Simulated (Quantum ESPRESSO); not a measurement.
HfGe:

```xyz
2
Lattice="3.2197 0.0000 0.0000 0.0000 3.2197 0.0000 0.0000 0.0000 4.1084" Properties=species:S:1:pos:R:3 pbc="T T T"
Hf    1.6098    1.6098    0.0000
Ge    0.0000    0.0000    0.0000
```

The cell was built by a generator and needn't be a form met in nature.

| Property | Result |
| --- | --- |
| Program | Quantum ESPRESSO 7.5 |
| Task | phonons |
| Functional | rPW86PBE |
| Dispersion | rVV10 |
| Potentials or basis | GBRV 1.5 PBE |
| Cutoff | 612 eV |
| Density cutoff | 4898 eV |
| k mesh | 8 × 8 × 7 |
| Occupations | cold, width 0.2 eV |
| Spin | no spin polarisation |
| rVV10 parameter b | 6.3 |
| Mixing beta | 0.5 |
| Most SCF iterations | 120 |
| SCF threshold | 4e-10 Ry |

The cell and the atoms were relaxed first, to 22.64 Å³/atom (a = 3.825 Å, b = 3.825 Å, c = 3.095 Å, α = 90.00°, β = 90.00°, γ = 90.00°), and the response was taken there.

Q: Which optical modes does the crystal have at the zone centre, and which show in infrared and Raman spectra?

A: The optical modes are A2u + Eu. Infrared active: A2u + Eu. None is Raman active.

Optical modes at Γ, degenerate ones joined:
| cm⁻¹ | components | symmetry | active in |
| --- | --- | --- | --- |
| 97i | 1 | A2u | IR |
| 224 | 2 | Eu | IR |

Caveat: the mesh is thin for the phonons of a metal; the potentials were made for another functional, which shifts forces and pressure; some modes are imaginary; before the sum rule the acoustic modes lie tens of cm⁻¹ from zero, a sign that the density grid also shifts the optical modes.
